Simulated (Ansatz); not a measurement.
# C2H5FSi: the cost of one run

Program: Ansatz 0.2.0, driven from Python. The levels of theory stand in the script. These are calculated values, not measurements.

### Step 1. Starting point

Bond lengths: F1–Si2 1.606 Å, Si2–C3 1.785 Å, Si2–C4 1.917 Å, C3–C4 1.384 Å, Si2–H5 1.474 Å, C3–H6 1.091 Å, C3–H7 1.123 Å, C4–H8 1.087 Å, C4–H9 1.147 Å. Angles (14 of 18 angles, heavy atoms first): F1–Si2–C3 112.5°, F1–Si2–C4 104.1°, C3–Si2–C4 43.7°, Si2–C3–C4 73.3°, Si2–C4–C3 63.0°, F1–Si2–H5 118.1°, C3–Si2–H5 126.3°, C4–Si2–H5 105.0°, Si2–C3–H6 117.0°, Si2–C3–H7 118.1°, C4–C3–H6 119.0°, C4–C3–H7 118.9°, Si2–C4–H8 109.5°, Si2–C4–H9 111.7°.

No structure file is read: the coordinates are typed or built in the script.

### Step 2. The script

The input, c2h5fsi.py:

```python
"""C2H5FSi at several levels of theory."""

import argparse

import ansatz

parser = argparse.ArgumentParser(description="C2H5FSi at several levels of theory.")
parser.add_argument("--basis-set", required=True, help="basis")
args = parser.parse_args()

geometry_ang = [
    ("F", (-0.5058, -0.6465, -2.0585)),
    ("Si", (-0.1776, 0.5095, -0.993)),
    ("C", (0.9102, -0.0496, 0.3066)),
    ("C", (-0.3791, -0.3521, 0.7081)),
    ("H", (-1.0745, 1.6775, -0.937)),
    ("H", (1.5933, -0.8647, 0.0648)),
    ("H", (1.4898, 0.7232, 0.8797)),
    ("H", (-0.8019, -1.3435, 0.5651)),
    ("H", (-0.9659, 0.3, 1.4472)),
]
c2h5fsi = ansatz.Crystal.molecule()
for symbol, xyz in geometry_ang:
    c2h5fsi = c2h5fsi.atom(symbol, xyz)

setup = c2h5fsi.calculation().basis(gaussian=args.basis_set)

methods = ["mp2", "ccsd", "ccsd_t"]
reports = [setup.correlation(m).run().report for m in methods]
print(f"Hartree-Fock reference {reports[0]['reference_energy_ev'] / 27.211386246:.6f} Ha")
best = reports[-1]["free_energy_ev"] - reports[-1]["reference_energy_ev"]
for method, each in zip(methods, reports):
    gained = each["free_energy_ev"] - each["reference_energy_ev"]
    print(f"{method:8s} total {each['free_energy_ev'] / 27.211386246:.6f} Ha  correlation {gained:9.4f} eV  ({100 * gained / best:.1f} % of the last)")
```

### Step 3. The calls as engine input

The engine receives this input (first run):

```yaml
crystal:
  periodic: [false, false, false]
  atoms:
    - { symbol: F, position_ang: [-0.5058, -0.6465, -2.0585] }
    - { symbol: Si, position_ang: [-0.1776, 0.5095, -0.993] }
    - { symbol: C, position_ang: [0.9102, -0.0496, 0.3066] }
    - { symbol: C, position_ang: [-0.3791, -0.3521, 0.7081] }
    - { symbol: H, position_ang: [-1.0745, 1.6775, -0.937] }
    - { symbol: H, position_ang: [1.5933, -0.8647, 0.0648] }
    - { symbol: H, position_ang: [1.4898, 0.7232, 0.8797] }
    - { symbol: H, position_ang: [-0.8019, -1.3435, 0.5651] }
    - { symbol: H, position_ang: [-0.9659, 0.3, 1.4472] }
basis:
  gaussian:
    orbitals: cc-pVDZ
correlation:
  method: mp2
```

### Step 4. Running it

Started as:

```console
$ python c2h5fsi.py --basis-set cc-pVDZ
```

What time and memory should one allow on 1 thread of Arm Neoverse V2, shared host?

About 11 s, with a peak of 0.33 GiB.
